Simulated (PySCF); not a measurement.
# Be5Te5 ((BeTe)5 ring): the cost of one run

The runs use PySCF 2.14.0, with density-fitted response routines of our own; the level of theory stands in each step. All values are computed, except where a source is named. Atoms are numbered from 0 throughout.

## (1) Starting geometry

10 atoms, charge 0, multiplicity 1; geometry from: GFN2-xTB. The atoms were then displaced at random by about 0.03 Å, so the start is not that level's minimum.

Bonds of the start (Å): Be0–Te1 2.26, Be0–Te9 2.18, Te1–Be2 2.24, Be2–Te3 2.12, Te3–Be4 2.24, Be4–Te5 2.22, Te5–Be6 2.23, Be6–Te7 2.24, Te7–Be8 2.15, Be8–Te9 2.21.

## (2) Relaxing the molecule at PBE0-D3(BJ)/def2-SVP

What the job is given:

```
{"job": {"xc": "PBE0", "basis": "def2-SVP", "d3": "d3bj", "grid": 1, "maxiter": 40, "shake": 0.03, "kind": "geom"}, "charge": 0, "multiplicity": 1}
Be     1.262860     1.824640    -1.931450
Te     1.917520     3.851780    -1.177660
Be     0.619910     2.408030    -0.050460
Te    -0.654370     1.485430     1.375720
Be    -0.875490    -0.560720     2.270710
Te    -1.302940    -2.252590     3.646240
Be    -0.958430    -2.408520     1.445640
Te    -0.696600    -3.114390    -0.660390
Be     0.036260    -1.412100    -1.745700
Te     0.775950     0.101690    -3.168220
```

Command:

```sh
$ OMP_NUM_THREADS=1 python probes_run.py task.json out
```

The driver reads the jobs from task.json and runs them one after another.

**Question.** How long does this first job take on 1 thread of Arm Neoverse V2, shared host, and how much memory does it need?

About 8.4 min, with a peak of 1 GiB.
